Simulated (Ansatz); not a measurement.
# CH3ClF2STi: taking an electron away

How much energy removes an electron from CH3ClF2STi at fixed geometry? The cation is run at each level and the neutral's energy taken from earlier runs.

Method: unrestricted cation, the program's frozen cores in correlated methods; program: Ansatz 0.2.0, Gaussian basis.

The runs, in order: UKS PBE-D4/def2-TZVPP; UKS r2SCAN-D4/def2-TZVPP; UKS PBE0-D4/def2-TZVPP; UKS B3LYP-D4/def2-TZVPP; UKS wB97X-V/def2-TZVPP; UKS wB97M-V/def2-TZVPP; UKS B2PLYP/def2-TZVPP; UHF-CCSD(T)/def2-TZVPP; UHF-MP2/def2-QZVPP; extrapolation to the limit; then −ε(HOMO) from the neutral's earlier runs with LDA (SPW92), PBE-D4, revPBE-D4, BLYP-D4, r2SCAN-D4, B97M-V, PBE0-D4, B3LYP-D4, r2SCANh-D4, r2SCAN0-D4, HSE06-D4, BHLYP-D4, CAM-B3LYP-D4, LC-ωPBE, ωB97X-V, ωB97M-V.

## 1. Structure used throughout

An earlier PBE0-D4 in a triple-zeta def2 set relaxation fixed the geometry.

SMILES `C[S][Ti]([F])([F])[Cl]`, 9 atoms, charge 0, spin multiplicity 1.

Atoms are counted from 1 here; the program's logs count them from 0.

Bond lengths: C1–S2 1.822 Å, C1–H7 1.090 Å, C1–H8 1.090 Å, C1–H9 1.089 Å, S2–Ti3 2.243 Å, Ti3–F4 1.750 Å, Ti3–F5 1.739 Å, Ti3–Cl6 2.192 Å. Angles: S2–C1–H7 107.0°, S2–C1–H8 111.6°, S2–C1–H9 109.7°, H7–C1–H8 108.6°, H7–C1–H9 109.8°, H8–C1–H9 110.1°, C1–S2–Ti3 97.5°, S2–Ti3–F4 107.5°, S2–Ti3–F5 106.3°, S2–Ti3–Cl6 107.8°, F4–Ti3–F5 113.6°, F4–Ti3–Cl6 108.6°, F5–Ti3–Cl6 112.7°.

## 2. Cation, UKS PBE-D4/def2-TZVPP

File in.yaml:

```yaml
crystal:
  periodic: [false, false, false]
  atoms:
    - {symbol: C, position_ang: [-1.301041, 0.453875, 0.690092]}
    - {symbol: S, position_ang: [-0.747690, 0.606041, -1.038650]}
    - {symbol: Ti, position_ang: [1.206352, -0.471783, -0.815160]}
    - {symbol: F, position_ang: [0.870496, -2.022393, -0.076694]}
    - {symbol: F, position_ang: [1.884287, -0.592485, -2.412503]}
    - {symbol: Cl, position_ang: [2.463646, 0.693645, 0.550248]}
    - {symbol: H, position_ang: [-2.383872, 0.574744, 0.688947]}
    - {symbol: H, position_ang: [-1.059976, -0.525421, 1.104295]}
    - {symbol: H, position_ang: [-0.843799, 1.237478, 1.292326]}
basis:
  gaussian: {orbitals: def2-TZVPP}
total_charge: 1
magnetization: {spin_polarized: true, initial_magnetization: 1}
hamiltonian: {xc: pbe, dispersion: d4}
```

The runs that follow: Cation, UKS r2SCAN-D4/def2-TZVPP; Cation, UKS PBE0-D4/def2-TZVPP; Cation, UKS B3LYP-D4/def2-TZVPP; Cation, UKS wB97X-V/def2-TZVPP; Cation, UKS wB97M-V/def2-TZVPP; Cation, UKS B2PLYP (frozen core)/def2-TZVPP; Cation, UHF-CCSD(T)/def2-TZVPP; Cation, UHF-MP2/def2-QZVPP.

Q: Predict the results of all the runs planned. Wanted: ionisation energy, CCSD(T)/CBS; nearest functional by difference; nearest −ε(HOMO); −ε(HOMO) of PBE; T1 of the cation.

**Answer**, as computed:

| quantity | value |
| --- | --- |
| ionisation energy, CCSD(T)/CBS | 10.02 eV |
| nearest functional by difference | ωB97X-V (-0.16 eV) |
| nearest −ε(HOMO) | ωB97M-V (-0.04 eV) |
| −ε(HOMO) of PBE | 6.67 eV |
| T1 of the cation | 0.027 |

What this shows: Energy differences with functionals land within 0.40 eV of the reference. The PBE orbital energy is 3.3 eV too small: a semilocal HOMO is no ionisation energy. Among orbital estimates ωB97M-V comes nearest. Hartree-Fock falls 1.12 eV short, as the neutral has more correlation energy than the cation. Correlated methods include outer-core shells of Ti, which these sets cover unevenly.
